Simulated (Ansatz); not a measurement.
# CH₂B₂F₂: basis-set convergence

Aim: see how fast density functionals converge with the basis set for CH₂B₂F₂.

Program: Ansatz 0.2.0, Gaussian basis. Level of theory: one geometry, several basis sets. These are calculated values, not measurements.

The runs, in order: PBE0-D4/def2-SVP; ωB97M-V/def2-SVP; PBE0-D4/def2-QZVPP; ωB97M-V/def2-QZVPP; the functionals' def2-TZVPP values are taken from earlier runs.

**1. The relaxed structure**

All runs share one geometry, relaxed beforehand with PBE0-D4/def2-TZVP.

SMILES `FB1CB1F`, 7 atoms, charge 0, spin multiplicity 1.

Atoms are counted from 1 here; the program's logs count them from 0.

Bond lengths: F1–B2 1.306 Å, B2–C3 1.611 Å, B2–B4 1.587 Å, C3–B4 1.510 Å, C3–H6 1.088 Å, C3–H7 1.114 Å, B4–F5 1.317 Å. Angles: F1–B2–C3 132.8°, F1–B2–B4 169.6°, C3–B2–B4 56.3°, B2–C3–B4 61.0°, B2–C3–H6 147.8°, B2–C3–H7 78.4°, B4–C3–H6 133.3°, B4–C3–H7 113.8°, H6–C3–H7 109.3°, B2–B4–C3 62.6°, B2–B4–F5 150.8°, C3–B4–F5 134.7°.

Geometry (Å):

| atom | x (Å) | y (Å) | z (Å) |
| --- | --- | --- | --- |
| F1 | -0.6333 | -2.0948 | 0.3648 |
| B2 | -0.4971 | -0.8612 | -0.0414 |
| C3 | 0.5210 | 0.3199 | 0.3646 |
| B4 | -0.4336 | 0.5400 | -0.7845 |
| F5 | -1.0291 | 1.5929 | -1.3043 |
| H6 | 0.9137 | 0.9695 | 1.1444 |
| H7 | 1.2195 | -0.5343 | 0.2106 |

**2. PBE0-D4 in def2-SVP**

in.yaml reads:

```yaml
crystal:
  periodic: [false, false, false]
  atoms:
    - {symbol: F, position_ang: [-0.633257, -2.094803, 0.364828]}
    - {symbol: B, position_ang: [-0.497111, -0.861174, -0.041446]}
    - {symbol: C, position_ang: [0.520961, 0.319860, 0.364587]}
    - {symbol: B, position_ang: [-0.433624, 0.540027, -0.784470]}
    - {symbol: F, position_ang: [-1.029117, 1.592907, -1.304274]}
    - {symbol: H, position_ang: [0.913732, 0.969475, 1.144429]}
    - {symbol: H, position_ang: [1.219518, -0.534292, 0.210646]}
basis:
  gaussian: {orbitals: def2-SVP}
hamiltonian: {xc: pbe0, dispersion: d4}
output: {orbitals: {seedname: orbitals}}
```

The run is started by

```console
> ansatz run in.yaml --threads 2 --pin off --events-out ev --progress --plain --max-ram 4352MiB
```

After this run come: ωB97M-V in def2-SVP; PBE0-D4 in def2-QZVPP; ωB97M-V in def2-QZVPP.

Q: Predict the results of all the runs planned. Wanted: PBE0-D4: double and triple zeta above quadruple; ωB97M-V: double and triple zeta above quadruple.

As calculated:

| quantity | value |
| --- | --- |
| PBE0-D4: double and triple zeta above quadruple | 9.64, 0.42 eV |
| ωB97M-V: double and triple zeta above quadruple | 9.81, 0.38 eV |

PBE0-D4 gains 9.22 eV from double to triple zeta, then 0.42 eV more. Total energies overstate the basis error of differences, where much of it tends to cancel.
